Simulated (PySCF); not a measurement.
# C5H16OP2Si: vibronic structure

Aim: compute the vibronic structure of C5H16OP2Si (`CCC[P@@](C)(=O)PC[SiH3]`).

Programs: PySCF 2.14.0, with routines of our own; each step states its level. All values are computed. Atoms count from 0.

### Step 1. The system as given

25 atoms, charge 0, multiplicity 1; geometry from: GFN2-xTB.

### Step 2. Vibronic structure: TDDFT PBE0/def2-SV(P)

The job: settings as JSON, then the geometry in Å.

```
{"job": {"kind": "vib", "xc": "PBE0", "basis": "def2-SV(P)", "tda": false}, "charge": 0, "multiplicity": 1}
C     -2.938423     1.682765     0.455992
C     -2.170914     0.409447     0.123552
C     -0.781661     0.403430     0.743529
P      0.167763    -1.067233     0.156048
C     -0.433603    -2.453347     1.205940
O      0.020800    -1.336112    -1.286402
P      2.234189    -0.686422     0.810741
C      2.867113    -0.246338    -0.864378
Si     2.327828     1.503876    -1.398171
H     -2.418839     2.554513     0.064388
H     -3.933402     1.651393     0.018653
H     -3.039925     1.799382     1.533434
H     -2.064620     0.309447    -0.959156
H     -2.732226    -0.458442     0.479121
H     -0.823957     0.387864     1.834017
H     -0.225510     1.294283     0.437950
H     -1.510749    -2.540412     1.079305
H      0.033925    -3.370177     0.851680
H     -0.187709    -2.288329     2.251134
H      2.511475    -2.062165     0.737021
H      2.499311    -0.982482    -1.580644
H      3.956131    -0.312879    -0.821716
H      2.460421     2.412183    -0.252170
H      0.946909     1.504852    -1.873467
H      3.224739     1.915050    -2.480060
```

Method: TDDFT PBE0/def2-SV(P) vertical-gradient vibronic structure (displaced harmonic oscillators, Condon), gas phase.

The run is started by

```console
$ OMP_NUM_THREADS=1 python excited_run.py task.json out
```

The driver reads the jobs from task.json and runs them one after another.

The program printed:

```text
final grid: 89872 points
cycle   1  E = -1246.1630604146  dE =  8.812e-01  |g| = 9.506e-01  |ddm| = 4.812e+00
cycle   2  E = -1245.3138020218  dE =  8.493e-01  |g| = 2.157e+00  |ddm| = 4.484e+00
cycle   3  E = -1246.3438977537  dE = -1.030e+00  |g| = 2.477e-01  |ddm| = 3.749e+00
cycle   4  E = -1246.3576215538  dE = -1.372e-02  |g| = 1.066e-01  |ddm| = 4.157e-01
cycle   5  E = -1246.3604102540  dE = -2.789e-03  |g| = 2.009e-02  |ddm| = 1.134e-01
cycle   6  E = -1246.3605318722  dE = -1.216e-04  |g| = 5.321e-03  |ddm| = 3.918e-02
cycle   7  E = -1246.3605388369  dE = -6.965e-06  |g| = 1.506e-03  |ddm| = 6.953e-03
cycle   8  E = -1246.3605394516  dE = -6.147e-07  |g| = 3.127e-04  |ddm| = 2.553e-03
cycle   9  E = -1246.3605394800  dE = -2.831e-08  |g| = 8.620e-05  |ddm| = 5.635e-04
cycle  10  E = -1246.3605394819  dE = -1.973e-09  |g| = 2.740e-05  |ddm| = 1.351e-04
cycle  11  E = -1246.3605394821  dE = -1.939e-10  |g| = 6.194e-06  |ddm| = 4.159e-05
converged SCF energy = -1246.3605394821

Singlet excitations (eV, f): 5.813 (0.0041)  6.482 (0.1251)  6.570 (0.0293)  6.687 (0.0034)  7.112 (0.0126)  7.276 (0.0057)

State S1  5.8134 eV  f = 0.00413  H->L 0.98
  relaxed dipole 4.279 D, largest gradient of the excitation energy 0.0619 Eh/bohr
  mode    cm-1        S   lambda/meV  Raman
   11    216.2    5.7717     154.7   0.241
   15    325.0    3.4242     138.0   0.324
   12    232.2    3.1710      91.3   0.153
   33    864.4    0.8394      90.0   0.562
   13    254.2    2.6229      82.7   0.152
    4     73.6    7.9779      72.8   0.039
    9    168.8    3.4226      71.6   0.087
   16    365.9    1.5635      70.9   0.187
   54   2195.6    0.2317      63.1   1.000
   24    733.6    0.6785      61.7   0.327
   19    531.7    0.6322      41.7   0.160
   23    724.6    0.4052      36.4   0.190
  reorganisation energy 1.1750 eV, total S 37.470, 0-0 4.6384 eV

State S2  6.4817 eV  f = 0.12512  H->L+1 0.70, H-1->L 0.22
  relaxed dipole 4.041 D, largest gradient of the excitation energy 0.0612 Eh/bohr
  mode    cm-1        S   lambda/meV  Raman
   42   1230.7    0.3091      47.2   1.000
   32    860.5    0.3394      36.2   0.537
   13    254.2    0.8389      26.4   0.116
   20    652.4    0.3054      24.7   0.278
   41   1212.7    0.1515      22.8   0.476
   33    864.4    0.1947      20.9   0.311
   39   1144.1    0.1335      18.9   0.373
   19    531.7    0.2771      18.3   0.167
   54   2195.6    0.0645      17.6   0.664
   31    841.7    0.1677      17.5   0.254
   12    232.2    0.5402      15.5   0.062
   11    216.2    0.5739      15.4   0.057
  reorganisation energy 0.3466 eV, total S 6.356, 0-0 6.1351 eV
  absorption maximum 6.421 eV, width 0.452 eV

State S3  6.5704 eV  f = 0.02925  H-1->L 0.56, H->L+1 0.22, H-1->L+1 0.17
  relaxed dipole 5.918 D, largest gradient of the excitation energy 0.0855 Eh/bohr
  mode    cm-1        S   lambda/meV  Raman
   42   1230.7    0.7210     110.0   1.000
   17    495.1    1.0112      62.1   0.227
   15    325.0    1.4838      59.8   0.143
   41   1212.7    0.3823      57.5   0.515
   31    841.7    0.5014      52.3   0.325
    2     53.3    7.0878      46.9   0.018
   18    509.8    0.6134      38.8   0.146
   13    254.2    0.9370      29.5   0.055
    9    168.8    1.2209      25.6   0.032
   12    232.2    0.7512      21.6   0.037
   11    216.2    0.7725      20.7   0.033
    4     73.6    1.9017      17.4   0.009
  reorganisation energy 0.7579 eV, total S 21.511, 0-0 5.8125 eV

State T1  5.1262 eV  f = 0.00000  H->L+1 0.89
  relaxed dipole 2.427 D, largest gradient of the excitation energy 0.0599 Eh/bohr
  mode    cm-1        S   lambda/meV  Raman
   18    509.8    1.7080     108.0   1.000
   15    325.0    2.6009     104.8   0.619
   16    365.9    1.6051      72.8   0.484
   17    495.1    0.8575      52.6   0.474
   32    860.5    0.3650      38.9   0.609
   33    864.4    0.3546      38.0   0.597
   14    305.2    0.5784      21.9   0.121
   39   1144.1    0.1534      21.8   0.452
   13    254.2    0.4426      13.9   0.064
   20    652.4    0.1608      13.0   0.154
   42   1230.7    0.0570       8.7   0.194
    7    145.2    0.3726       6.7   0.018
  reorganisation energy 0.5545 eV, total S 11.175, 0-0 4.5717 eV
  absorption maximum 5.100 eV, width 0.492 eV
```

It took 5.1 min on 1 thread of Intel Xeon at 2.50GHz, shared host; peak memory 1.2 GiB.

The fields below are evaluated on a grid from the run's orbitals.

Frontier orbitals at PBE0/def2-SV(P), with the share of their density that lies nearest to each atom:

```
orbital  energy (eV)                                          lies on
   HOMO        -6.89                         P6 42 %; O5 34 %; P3 7 %
   LUMO         0.24  P6 25 %; H19 13 %; H15, H21, H22 about 7 % each
```

ELF in a plane through or near 7 of the atoms.

Ten even steps from ' ' (0.00) to '@' (1.00):
```
                                                        
                                                        
                        ..--..                          
                      ::@@@@##::....                    
                      ==@@@@@@++##%%**                  
              ::++..    **%%==**@@@@@@..                
              ::**--    ::######@@@@++                  
                  ....--....====    ..##%%..            
          ....==--....++::##..==  ..%%@@@@++            
      ..++++++##%%--  ::--..++++--++%%@@@@..            
      ..**##**--++++..  ....::--**--@@**==......        
        ....--##@@**::..      ..--++**%%**%%@@%%::      
            ::==....**@@##        ..--++**@@@@@@++      
        **@@@@%%..::**@@@@##      ..##%%++**@@%%..      
        @@@@@@@@%%--##@@@@**      ==@@@@==  ..          
        ##@@@@@@##........          ..::                
          --**==..                                      
                                                        
                                                        
                                                        
```
The map spans 13.3 Å across and 12.0 Å up, centred on the molecule. Atoms in the plane (x, y in Å): C1 (2.1, -0.3), P3 (-0.3, 1.0), H10 (4.0, -1.5), H13 (2.7, 0.6), H16 (1.4, 2.8), H17 (-0.2, 3.4), H24 (-3.5, -2.8).

On the surface of density 0.002 e/bohr³ the electrostatic potential runs, from the 1st to the 99th percentile, from -2.15 V near O5 to 0.99 V near H18.

### Step 3. Vibronic structure: TDA HCTH407/6-31G

The job, as its differences from that of step 2:

```diff
@@ -1,2 +1,2 @@
-{"job": {"kind": "vib", "xc": "PBE0", "basis": "def2-SV(P)", "tda": false}, "charge": 0, "multiplicity": 1}
+{"job": {"kind": "vib", "xc": "HCTH407", "basis": "6-31G", "tda": true, "temperature": 200, "grid": 3, "scf": {"max_cycle": 79}, "maxiter": 30, "td_tol": 0.03}, "charge": 0, "multiplicity": 1}
 C     -2.938423     1.682765     0.455992
```

Level: TDA HCTH407/6-31G vertical-gradient vibronic structure (displaced harmonic oscillators, Condon), gas phase.

The program printed:

```text
final grid: 299144 points
cycle   1  E = -1247.0919924711  dE =  9.606e-01  |g| = 1.196e+00  |ddm| = 4.687e+00
cycle   2  E = -1243.6136874158  dE =  3.478e+00  |g| = 3.421e+00  |ddm| = 9.746e+00
cycle   3  E = -1247.2750112620  dE = -3.661e+00  |g| = 7.254e-01  |ddm| = 9.357e+00
cycle   4  E = -1247.4220134663  dE = -1.470e-01  |g| = 2.199e-01  |ddm| = 1.390e+00
cycle   5  E = -1247.4330716315  dE = -1.106e-02  |g| = 7.384e-02  |ddm| = 3.431e-01
cycle   6  E = -1247.4347482898  dE = -1.677e-03  |g| = 3.071e-02  |ddm| = 1.511e-01
cycle   7  E = -1247.4349767013  dE = -2.284e-04  |g| = 1.067e-02  |ddm| = 4.057e-02
cycle   8  E = -1247.4349997077  dE = -2.301e-05  |g| = 4.221e-03  |ddm| = 1.475e-02
cycle   9  E = -1247.4350037921  dE = -4.084e-06  |g| = 1.299e-03  |ddm| = 6.780e-03
cycle  10  E = -1247.4350041886  dE = -3.965e-07  |g| = 4.201e-04  |ddm| = 2.974e-03
cycle  11  E = -1247.4350042486  dE = -6.001e-08  |g| = 8.688e-05  |ddm| = 1.002e-03
cycle  12  E = -1247.4350042512  dE = -2.636e-09  |g| = 2.432e-05  |ddm| = 2.116e-04
cycle  13  E = -1247.4350042513  dE = -6.185e-11  |g| = 2.094e-05  |ddm| = 6.243e-05
converged SCF energy = -1247.4350042513

Singlet excitations (eV, f): 5.563 (0.0126)  5.607 (0.0129)  5.861 (0.0004)  6.131 (0.1518)  6.547 (0.0311)  6.682 (0.0116)

State S1  5.5633 eV  f = 0.01257  H->L+1 0.62, H->L 0.23, H-1->L 0.12
  relaxed dipole 6.702 D, largest gradient of the excitation energy 0.0831 Eh/bohr
  mode    cm-1        S   lambda/meV  Raman
   13    254.2    1.9766      62.3   0.212
   42   1230.7    0.3974      60.6   1.000
   29    803.1    0.6057      60.3   0.649
   33    864.4    0.5267      56.4   0.654
    9    168.8    2.1223      44.4   0.100
   12    232.2    1.4444      41.6   0.129
   11    216.2    1.5513      41.6   0.120
   41   1212.7    0.1988      29.9   0.486
   28    789.6    0.3011      29.5   0.312
   16    365.9    0.5670      25.7   0.126
   15    325.0    0.6366      25.6   0.112
   17    495.1    0.3284      20.2   0.134
  reorganisation energy 0.6035 eV, total S 12.609, 0-0 4.9597 eV
  absorption maximum 5.512 eV, width 0.538 eV

State S4  6.1315 eV  f = 0.15175  H->L 0.50, H->L+1 0.19, H->L+2 0.12
  relaxed dipole 4.297 D, largest gradient of the excitation energy 0.0834 Eh/bohr
  mode    cm-1        S   lambda/meV  Raman
   54   2195.6    0.3415      93.0   1.000
   42   1230.7    0.5274      80.5   0.485
   23    724.6    0.6424      57.7   0.205
    9    168.8    2.2952      48.0   0.040
   19    531.7    0.6981      46.0   0.120
   29    803.1    0.4159      41.4   0.163
   10    208.2    1.6024      41.4   0.042
   32    860.5    0.3762      40.1   0.169
   24    733.6    0.3603      32.8   0.118
   33    864.4    0.2709      29.0   0.123
    6    133.6    1.5818      26.2   0.017
   41   1212.7    0.1684      25.3   0.150
  reorganisation energy 0.7876 eV, total S 16.709, 0-0 5.3439 eV
  absorption maximum 6.066 eV, width 0.686 eV

State S5  6.5470 eV  f = 0.03105  H->L+2 0.44, H->L+3 0.29, H-2->L 0.22
  relaxed dipole 4.686 D, largest gradient of the excitation energy 0.0506 Eh/bohr
  mode    cm-1        S   lambda/meV  Raman
   29    803.1    0.6310      62.8   1.000
    8    159.2    2.1442      42.3   0.134
    2     53.3    5.6238      37.2   0.039
    4     73.6    3.1852      29.1   0.042
   42   1230.7    0.1683      25.7   0.627
   26    773.9    0.2350      22.5   0.346
   20    652.4    0.2539      20.5   0.266
   17    495.1    0.3335      20.5   0.201
   21    694.5    0.2197      18.9   0.260
    5     95.6    1.5338      18.2   0.034
    7    145.2    0.9970      18.0   0.052
   30    821.0    0.1512      15.4   0.250
  reorganisation energy 0.4794 eV, total S 18.252, 0-0 6.0676 eV

State T1  4.8492 eV  f = 0.00000  H->L 0.95
  relaxed dipole 2.937 D, largest gradient of the excitation energy 0.0723 Eh/bohr
  mode    cm-1        S   lambda/meV  Raman
   15    325.0    4.6570     187.6   0.831
   18    509.8    2.2782     144.0   1.000
   16    365.9    2.1776      98.8   0.493
   14    305.2    1.3454      50.9   0.212
   17    495.1    0.6686      41.0   0.277
   42   1230.7    0.2542      38.8   0.650
   13    254.2    0.9561      30.1   0.104
   23    724.6    0.2218      19.9   0.197
   32    860.5    0.1393      14.9   0.174
   33    864.4    0.1242      13.3   0.157
   24    733.6    0.1458      13.3   0.133
   12    232.2    0.3524      10.1   0.032
  reorganisation energy 0.7288 eV, total S 15.130, 0-0 4.1204 eV
  absorption maximum 4.822 eV, width 0.518 eV
```

It took 8.2 min on 1 thread of Intel Xeon at 2.50GHz, shared host; peak memory 0.96 GiB.

These settings were drawn to be risky (HCTH407/6-31G; temperature 200; tda True; grid 3; xc HCTH407; basis 6-31G; grid 3; maxiter 30; td tol 0.03; scf {'max cycle': 79}); the run ended normally, but its values are left out of the summary.

### Step 4. What came out

```
                                                                                       quantity                      value
S1: vertical, reorganisation, 0-0, total S (step 2, TDDFT PBE0/def2-SV(P), modes from GFN2-xTB)  5.81, 1.18, 4.64 eV; 37.5
S2: vertical, reorganisation, 0-0, total S (step 2, TDDFT PBE0/def2-SV(P), modes from GFN2-xTB)   6.48, 0.35, 6.14 eV; 6.4
S3: vertical, reorganisation, 0-0, total S (step 2, TDDFT PBE0/def2-SV(P), modes from GFN2-xTB)  6.57, 0.76, 5.81 eV; 21.5
                                                          surface potential, 1st and 99th percentile         -2.15 V and 0.99 V
```

What this shows: In step 2 the harmonic model is doubtful. Where the total S runs above about 15, the geometry moves far on excitation and the harmonic model is stretched, so its 0-0 value is in doubt. The vibronic model keeps the ground-state modes (from xTB) and shifts them along the gradient alone, so it can miss much of the relaxation that a full optimisation finds.
